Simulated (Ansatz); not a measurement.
**C₂H₆F₂Si₂: up Jacob's ladder to CCSD(T)**

One table from this session's results is given with a row withheld; the runs are named, their logs left out.

Computed with Ansatz 0.2.0, Gaussian basis. Level: functionals in def2-TZVPP, the program's frozen cores in correlated methods.

The runs, in order: PBE-D4, r2SCAN-D4, PBE0-D4, B3LYP-D4, ωB97X-V, ωB97M-V, B2PLYP; CCSD(T)/def2-TZVPP; MP2/def2-QZVPP; extrapolation to the limit.

## The relaxed structure

An earlier PBE0-D4 in a triple-zeta def2 set relaxation fixed the geometry.

SMILES `FC1(F)C[SiH]1[SiH3]`, 12 atoms, charge 0, spin multiplicity 1.

Atoms are counted from 1 here; the program's logs count them from 0.

Bond lengths: F1–C2 1.350 Å, C2–F3 1.352 Å, C2–C4 1.502 Å, C2–Si5 1.880 Å, C4–Si5 1.894 Å, C4–H7 1.086 Å, C4–H8 1.086 Å, Si5–Si6 2.322 Å, Si5–H9 1.481 Å, Si6–H10 1.487 Å, Si6–H11 1.485 Å, Si6–H12 1.485 Å. Angles: F1–C2–F3 108.7°, F1–C2–C4 115.8°, F1–C2–Si5 122.2°, F3–C2–C4 115.5°, F3–C2–Si5 121.6°, C4–C2–Si5 67.0°, C2–C4–Si5 66.1°, C2–C4–H7 115.4°, C2–C4–H8 115.2°, Si5–C4–H7 119.2°, Si5–C4–H8 118.1°, H7–C4–H8 114.2°, C2–Si5–C4 46.9°, C2–Si5–Si6 118.9°, C2–Si5–H9 115.8°, C4–Si5–Si6 118.5°, C4–Si5–H9 115.1°, Si6–Si5–H9 120.5° and more.

Coordinates:

```xyz
12
charge 0, multiplicity 1
F    -2.45235   -1.28285   -0.50803
C    -1.25558   -0.68032   -0.67274
F    -1.26966   -0.00311   -1.84297
C    -0.04958   -1.54524   -0.43993
Si   -0.21352   -0.10998    0.78455
Si    1.17353    1.73363    0.52043
H     0.71348   -1.49892   -1.21096
H    -0.26217   -2.54887   -0.08399
H    -0.72098   -0.48270    2.12520
H     2.42033    1.55468    1.31026
H     0.48469    2.96891    0.97422
H     1.50881    1.83978   -0.92205
```

Set-up of the first run:

Input file in.yaml:

```yaml
crystal:
  periodic: [false, false, false]
  atoms:
    - {symbol: F, position_ang: [-2.452346, -1.282852, -0.508028]}
    - {symbol: C, position_ang: [-1.255585, -0.680324, -0.672741]}
    - {symbol: F, position_ang: [-1.269661, -0.003110, -1.842966]}
    - {symbol: C, position_ang: [-0.049581, -1.545239, -0.439933]}
    - {symbol: Si, position_ang: [-0.213522, -0.109977, 0.784549]}
    - {symbol: Si, position_ang: [1.173533, 1.733634, 0.520426]}
    - {symbol: H, position_ang: [0.713478, -1.498924, -1.210959]}
    - {symbol: H, position_ang: [-0.262173, -2.548874, -0.083988]}
    - {symbol: H, position_ang: [-0.720976, -0.482702, 2.125199]}
    - {symbol: H, position_ang: [2.420328, 1.554675, 1.310263]}
    - {symbol: H, position_ang: [0.484690, 2.968914, 0.974223]}
    - {symbol: H, position_ang: [1.508814, 1.839780, -0.922048]}
basis:
  gaussian: {orbitals: def2-TZVPP}
hamiltonian: {xc: pbe, dispersion: d4}
output: {forces: true, orbitals: {seedname: orbitals}}
```

Run with:

```
> ansatz run in.yaml --threads 2 --pin off --events-out ev --progress --plain --max-ram 22528MiB --backend cuda --devices 0, --max-vram 18GiB
```

Steps of the session up to this table: PBE-D4 (GGA); r2SCAN-D4 (meta-GGA); PBE0-D4 (hybrid); B3LYP-D4 (hybrid); ωB97X-V (range-separated); ωB97M-V (range-separated); B2PLYP (double hybrid); CCSD(T) in def2-TZVPP; MP2 in def2-QZVPP.

One table of the session follows, with a row left open; its other results are not shown here.

| method | atomisation energy (kJ/mol) |
| --- | --- |
| PBE-D4 | 4254.1 |
| r2SCAN-D4 | 4186.4 |
| PBE0-D4 | 4169.3 |
| B3LYP-D4 | 4146.2 |
| ωB97X-V | 4192.9 |
| ωB97M-V | 4171.4 |
| B2PLYP | 4097.4 |
| HF/def2-TZVPP | 2983.1 |
| MP2/def2-TZVPP | 4108.3 |
| CCSD/def2-TZVPP | ? |
| CCSD(T)/def2-TZVPP | 4040.0 |
| MP2/CBS | 4223.6 |
| CCSD(T)/CBS | 4155.3 |

Estimate the missing values for CCSD/def2-TZVPP.

The run gave: atomisation energy (kJ/mol): 3971.7. In the column «atomisation energy (kJ/mol)» it lies between HF/def2-TZVPP (2983.1) and CCSD(T)/def2-TZVPP (4040.0).
